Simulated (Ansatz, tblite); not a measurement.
# Si11H18 ring sphere (Si₁₁H₁₈): a ladder of methods and basis sets

How do method and basis change the picture of Si11H18 ring sphere (Si₁₁H₁₈) (singlet)?

Method: as each input shows; program: Ansatz 0.2.0, Gaussian basis.

The runs, in order: GFN1-xTB, GFN2-xTB, PBE-D4/def2-TZVP, r2SCAN-D4/def2-TZVP, BHLYP-D4/def2-TZVP, r2SCANh-D4/def2-TZVP, BLYP-D4/def2-TZVP, PBE-D4/def2-SVP, PBE0-D4/def2-SVP, HF/STO-3G, CCSD(T)/def2-SVP, MP2/def2-TZVP, RPA/def2-TZVP.

### Step 1. The structure

The geometry is that of the singlet, from an earlier relaxation (PBE-D4/def2-SVP).

29 atoms, charge 0, spin multiplicity 1.

Bond lengths: Si1–Si2 2.355 Å, Si1–Si7 2.354 Å, Si1–H12 1.509 Å, Si1–H13 1.509 Å, Si2–Si4 2.368 Å, Si2–Si5 2.355 Å, Si2–H14 1.510 Å, Si3–Si4 2.353 Å, Si3–Si8 2.354 Å, Si3–H15 1.509 Å, Si3–H16 1.509 Å, Si4–Si6 2.353 Å, Si4–H17 1.512 Å, Si5–Si10 2.354 Å, Si5–H18 1.509 Å, Si5–H19 1.509 Å, Si6–Si11 2.354 Å, Si6–H20 1.509 Å and more. Angles: Si2–Si1–Si7 108.9°, Si2–Si1–H12 110.4°, Si2–Si1–H13 109.5°, Si7–Si1–H12 109.7°, Si7–Si1–H13 109.9°, H12–Si1–H13 108.4°, Si1–Si2–Si4 110.9°, Si1–Si2–Si5 107.5°, Si1–Si2–H14 109.5°, Si4–Si2–Si5 110.9°, Si4–Si2–H14 108.4°, Si5–Si2–H14 109.5°, Si4–Si3–Si8 112.5°, Si4–Si3–H15 108.7°, Si4–Si3–H16 109.3°, Si8–Si3–H15 108.3°, Si8–Si3–H16 109.7°, H15–Si3–H16 108.3° and more.

As a file:

```
Si    0.1037   -2.1330   -1.9168
Si   -1.7844   -1.0310   -1.0417
Si    0.1648   -2.1333    2.1523
Si   -1.7202   -0.9940    1.3254
Si   -1.7962    1.1554   -1.9161
Si   -1.7675    1.2084    2.1516
Si    2.0464   -1.0828   -1.1009
Si    2.1789   -1.3158    1.2482
Si    2.0627    1.1920   -1.7068
Si    0.0840    2.3137   -1.1002
Si   -0.0516    2.5437    1.2491
H     0.1010   -3.5858   -1.5087
H     0.0757   -2.0617   -3.4237
H    -3.0376   -1.7549   -1.4741
H     0.0425   -3.5935    1.7926
H     0.1980   -2.0179    3.6568
H    -2.9529   -1.7068    1.8325
H    -1.7489    1.0962   -3.4231
H    -3.0561    1.8784   -1.5074
H    -3.0930    1.8316    1.7897
H    -1.6530    1.1801    3.6562
H     3.2630   -1.7361   -1.7146
H     3.2896   -2.2798    1.5854
H     2.5134    0.0104    1.8821
H     2.2425    1.2960   -3.2021
H     3.2362    1.8697   -1.0425
H     0.1253    3.6943   -1.7132
H     1.2638    2.1688    1.8830
H    -0.3300    3.9876    1.5872
```

PBE0-D4/def2-TZVP was run before; its log isn't repeated, and its numbers join the tables.

### Step 2. GFN1-xTB

Tight binding, by tblite at 300 K electronic temperature and without a spin-polarisation term:

```python
tblite.interface.Calculator('GFN1-xTB', numbers, positions, charge=0, uhf=0).singlepoint()
```

Energy -814.9449 eV, HOMO -11.16 eV, LUMO -8.45 eV; 0.072 s.

### Step 3. GFN2-xTB

Tight binding, by tblite at 300 K electronic temperature and without a spin-polarisation term:

```python
tblite.interface.Calculator('GFN2-xTB', numbers, positions, charge=0, uhf=0).singlepoint()
```

Energy -762.4522 eV, HOMO -8.97 eV, LUMO -5.92 eV; 0.079 s.

### Step 4. PBE-D4/def2-TZVP

start.molden holds the orbitals of an earlier run on this state, given as this run's starting guess.

The input, in.yaml:

```yaml
crystal:
  periodic: [false, false, false]
  atoms:
    - {symbol: Si, position_ang: [0.103710, -2.133048, -1.916806]}
    - {symbol: Si, position_ang: [-1.784406, -1.031015, -1.041739]}
    - {symbol: Si, position_ang: [0.164798, -2.133291, 2.152333]}
    - {symbol: Si, position_ang: [-1.720188, -0.993953, 1.325373]}
    - {symbol: Si, position_ang: [-1.796249, 1.155439, -1.916146]}
    - {symbol: Si, position_ang: [-1.767453, 1.208357, 2.151644]}
    - {symbol: Si, position_ang: [2.046358, -1.082787, -1.100878]}
    - {symbol: Si, position_ang: [2.178867, -1.315806, 1.248199]}
    - {symbol: Si, position_ang: [2.062723, 1.191955, -1.706816]}
    - {symbol: Si, position_ang: [0.083995, 2.313741, -1.100173]}
    - {symbol: Si, position_ang: [-0.051584, 2.543744, 1.249081]}
    - {symbol: H, position_ang: [0.100991, -3.585761, -1.508699]}
    - {symbol: H, position_ang: [0.075717, -2.061740, -3.423687]}
    - {symbol: H, position_ang: [-3.037646, -1.754915, -1.474132]}
    - {symbol: H, position_ang: [0.042463, -3.593510, 1.792601]}
    - {symbol: H, position_ang: [0.198040, -2.017899, 3.656761]}
    - {symbol: H, position_ang: [-2.952943, -1.706777, 1.832504]}
    - {symbol: H, position_ang: [-1.748918, 1.096161, -3.423066]}
    - {symbol: H, position_ang: [-3.056064, 1.878447, -1.507402]}
    - {symbol: H, position_ang: [-3.093028, 1.831610, 1.789712]}
    - {symbol: H, position_ang: [-1.652968, 1.180130, 3.656238]}
    - {symbol: H, position_ang: [3.262989, -1.736121, -1.714575]}
    - {symbol: H, position_ang: [3.289561, -2.279817, 1.585381]}
    - {symbol: H, position_ang: [2.513394, 0.010420, 1.882067]}
    - {symbol: H, position_ang: [2.242538, 1.296013, -3.202143]}
    - {symbol: H, position_ang: [3.236171, 1.869651, -1.042529]}
    - {symbol: H, position_ang: [0.125340, 3.694348, -1.713244]}
    - {symbol: H, position_ang: [1.263771, 2.168775, 1.882974]}
    - {symbol: H, position_ang: [-0.329950, 3.987648, 1.587157]}
basis:
  gaussian: {orbitals: def2-TZVP, fitting: {mean_field: def2-universal-jkfit}, initial_orbitals: start.molden}
hamiltonian: {xc: pbe, dispersion: d4}
scf: {omitted_lower_state_checks: [starts]}
output: {orbitals: {seedname: orbitals}}
```

Started as:

```sh
ansatz run in.yaml --threads 2 --pin off --events-out ev --progress --plain --max-ram 22528MiB --backend cuda --devices 0, --max-vram 18GiB
```

The runs that follow: r2SCAN-D4/def2-TZVP; BHLYP-D4/def2-TZVP; r2SCANh-D4/def2-TZVP; BLYP-D4/def2-TZVP; PBE-D4/def2-SVP; PBE0-D4/def2-SVP; HF/STO-3G; CCSD(T)/def2-SVP; MP2/def2-TZVP; RPA/def2-TZVP.

**Question.** What will the summary of the whole plan be? Wanted: gap in def2-TZVP, named functionals, smallest and largest; correlation energy, CCSD(T)/def2-SVP; correlation energy, MP2/def2-TZVP; binding an atom, CCSD(T)/def2-SVP; PBE0 total energy, smallest basis above largest.

The runs gave:

| quantity | value |
| --- | --- |
| gap in def2-TZVP, named functionals, smallest and largest | 4.23 eV (PBE-D4), 7.66 eV (BHLYP-D4) |
| correlation energy, CCSD(T)/def2-SVP | -35.64 eV |
| correlation energy, MP2/def2-TZVP | -34.71 eV |
| binding an atom, CCSD(T)/def2-SVP | 2.933 eV |
| PBE0 total energy, smallest basis above largest | 29.73 eV (def2-SVP, def2-TZVP) |

Over the named functionals in def2-TZVP the gap runs from 4.23 eV (PBE-D4) to 7.66 eV (BHLYP-D4); exact exchange widens it. A small miss in a minimal or small basis is a cancelling of errors, not accuracy. The functionals in def2-TZVP miss CCSD(T)/def2-SVP by +0.175 (BLYP-D4) to +0.248 eV (r2SCAN-D4) an atom. The yardstick is in a double-zeta basis, so levels in larger sets aren't compared like for like. CCSD(T)/def2-SVP isn't at the basis-set limit; small misses against it rank nothing.
